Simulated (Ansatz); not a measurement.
**LiF with a defect (O on an F site): a single-point run**

Aim: the field gradients at the nuclei of LiF with a defect (O on an F site), from a sound single-point run.

Method: DFT, PBE, plane-wave PAW, default files, scalar-relativistic, in Ansatz 0.2.0.

**1. The system as given**

The structure is cubic, space group Fm-3m (No. 225). Conventional cell: a = 12.084 Å, b = 12.084 Å, c = 12.084 Å, α = 90.00°, β = 90.00°, γ = 90.00°. Li (site symmetry 3m) has 6 F at 2.01 Å as nearest neighbours. Around Li (site symmetry 4mm) lie 5 F at 2.01 Å and 1 O at 2.01 Å. Li (site symmetry mm2) is surrounded by 6 F at 2.01 Å. Li (site symmetry m-3m) has 6 F at 2.01 Å as nearest neighbours. Around O (site symmetry m-3m) lie 6 Li at 2.01 Å. F (site symmetry mm2) is surrounded by 6 Li at 2.01 Å. F (site symmetry 3m) has 6 Li at 2.01 Å as nearest neighbours. F (site symmetry 4mm) is surrounded by 6 Li at 2.01 Å.

The input asks for a charge of -1 e on the cell.

As a file:

```cif
data_structure
_symmetry_space_group_name_H-M 'Fm-3m'
_symmetry_Int_Tables_number 225
_cell_length_a 12.0840
_cell_length_b 12.0840
_cell_length_c 12.0840
_cell_angle_alpha 90.000
_cell_angle_beta 90.000
_cell_angle_gamma 90.000
_cell_volume 1764.54
loop_
_atom_site_label
_atom_site_type_symbol
_atom_site_symmetry_multiplicity
_atom_site_Wyckoff_symbol
_atom_site_fract_x
_atom_site_fract_y
_atom_site_fract_z
_atom_site_occupancy
Li1 Li 32 f 0.33333 0.83333 0.83333 1
Li2 Li 24 e 0.50000 0.00000 0.83333 1
Li3 Li 48 h 0.33333 0.16667 0.50000 1
Li4 Li 4 a 0.50000 0.00000 0.50000 1
O1 O 4 b 0.50000 0.50000 0.50000 1
F1 F 48 i 0.66667 0.66667 0.50000 1
F2 F 32 f 0.83333 0.66667 0.66667 1
F3 F 24 e 0.00000 0.00000 0.83333 1
```

**2. The calculation**

input.yaml reads:

```yaml
crystal:
  lattice:
    - [0.0, 6.042, 6.042]
    - [6.042, 0.0, 6.042]
    - [6.042, 6.042, 0.0]
  atoms:
    - { symbol: Li, position: [0.0, 0.0, 0.0] }
    - { symbol: Li, position: [0.0, 0.0, 0.3333333333] }
    - { symbol: Li, position: [0.0, 0.0, 0.6666666667] }
    - { symbol: Li, position: [0.0, 0.3333333333, 0.0] }
    - { symbol: Li, position: [0.0, 0.3333333333, 0.3333333333] }
    - { symbol: Li, position: [0.0, 0.3333333333, 0.6666666667] }
    - { symbol: Li, position: [0.0, 0.6666666667, 0.0] }
    - { symbol: Li, position: [0.0, 0.6666666667, 0.3333333333] }
    - { symbol: Li, position: [0.0, 0.6666666667, 0.6666666667] }
    - { symbol: Li, position: [0.3333333333, 0.0, 0.0] }
    - { symbol: Li, position: [0.3333333333, 0.0, 0.3333333333] }
    - { symbol: Li, position: [0.3333333333, 0.0, 0.6666666667] }
    - { symbol: Li, position: [0.3333333333, 0.3333333333, 0.0] }
    - { symbol: Li, position: [0.3333333333, 0.3333333333, 0.3333333333] }
    - { symbol: Li, position: [0.3333333333, 0.3333333333, 0.6666666667] }
    - { symbol: Li, position: [0.3333333333, 0.6666666667, 0.0] }
    - { symbol: Li, position: [0.3333333333, 0.6666666667, 0.3333333333] }
    - { symbol: Li, position: [0.3333333333, 0.6666666667, 0.6666666667] }
    - { symbol: Li, position: [0.6666666667, 0.0, 0.0] }
    - { symbol: Li, position: [0.6666666667, 0.0, 0.3333333333] }
    - { symbol: Li, position: [0.6666666667, 0.0, 0.6666666667] }
    - { symbol: Li, position: [0.6666666667, 0.3333333333, 0.0] }
    - { symbol: Li, position: [0.6666666667, 0.3333333333, 0.3333333333] }
    - { symbol: Li, position: [0.6666666667, 0.3333333333, 0.6666666667] }
    - { symbol: Li, position: [0.6666666667, 0.6666666667, 0.0] }
    - { symbol: Li, position: [0.6666666667, 0.6666666667, 0.3333333333] }
    - { symbol: Li, position: [0.6666666667, 0.6666666667, 0.6666666667] }
    - { symbol: O, position: [0.1666666667, 0.1666666667, 0.1666666667] }
    - { symbol: F, position: [0.1666666667, 0.1666666667, 0.5] }
    - { symbol: F, position: [0.1666666667, 0.1666666667, 0.8333333333] }
    - { symbol: F, position: [0.1666666667, 0.5, 0.1666666667] }
    - { symbol: F, position: [0.1666666667, 0.5, 0.5] }
    - { symbol: F, position: [0.1666666667, 0.5, 0.8333333333] }
    - { symbol: F, position: [0.1666666667, 0.8333333333, 0.1666666667] }
    - { symbol: F, position: [0.1666666667, 0.8333333333, 0.5] }
    - { symbol: F, position: [0.1666666667, 0.8333333333, 0.8333333333] }
    - { symbol: F, position: [0.5, 0.1666666667, 0.1666666667] }
    - { symbol: F, position: [0.5, 0.1666666667, 0.5] }
    - { symbol: F, position: [0.5, 0.1666666667, 0.8333333333] }
    - { symbol: F, position: [0.5, 0.5, 0.1666666667] }
    - { symbol: F, position: [0.5, 0.5, 0.5] }
    - { symbol: F, position: [0.5, 0.5, 0.8333333333] }
    - { symbol: F, position: [0.5, 0.8333333333, 0.1666666667] }
    - { symbol: F, position: [0.5, 0.8333333333, 0.5] }
    - { symbol: F, position: [0.5, 0.8333333333, 0.8333333333] }
    - { symbol: F, position: [0.8333333333, 0.1666666667, 0.1666666667] }
    - { symbol: F, position: [0.8333333333, 0.1666666667, 0.5] }
    - { symbol: F, position: [0.8333333333, 0.1666666667, 0.8333333333] }
    - { symbol: F, position: [0.8333333333, 0.5, 0.1666666667] }
    - { symbol: F, position: [0.8333333333, 0.5, 0.5] }
    - { symbol: F, position: [0.8333333333, 0.5, 0.8333333333] }
    - { symbol: F, position: [0.8333333333, 0.8333333333, 0.1666666667] }
    - { symbol: F, position: [0.8333333333, 0.8333333333, 0.5] }
    - { symbol: F, position: [0.8333333333, 0.8333333333, 0.8333333333] }
total_charge: -1
kpoints:
  mp_grid: { grid: [3, 3, 3] }
scf:
  occupations: { method: fermi_dirac, width: 0.01 }
  max_iter: 60
hamiltonian:
  xc: pbe
  pseudopotentials: { kind: paw }
output:
  forces: true
  stress: true
  populations: true
  efg:
    quadrupole_moments_barn: { Li: -0.0401, O: -0.02558 }
    contact_densities: true
basis:
  ecutrho_ratio: 1
```

Command:

```bash
$ ansatz run input.yaml --threads 1 --pin off --max-ram 3072MiB --backend cpu --events-out ev --progress --plain --runs-dir out
```

**Question.** How will this run end, and is anything wrong with its input?

The program finished normally, with warnings (cutoff below recommended). Its log warns: «basis.ecutrho_ratio = 1 (ecutrho = 420 eV) is below the records' recommended 1680 eV»

Look at the input: basis.ecutrho_ratio is 1. The density grid can't hold the products of the orbitals.

The test: delete basis.ecutrho_ratio (the default then holds).
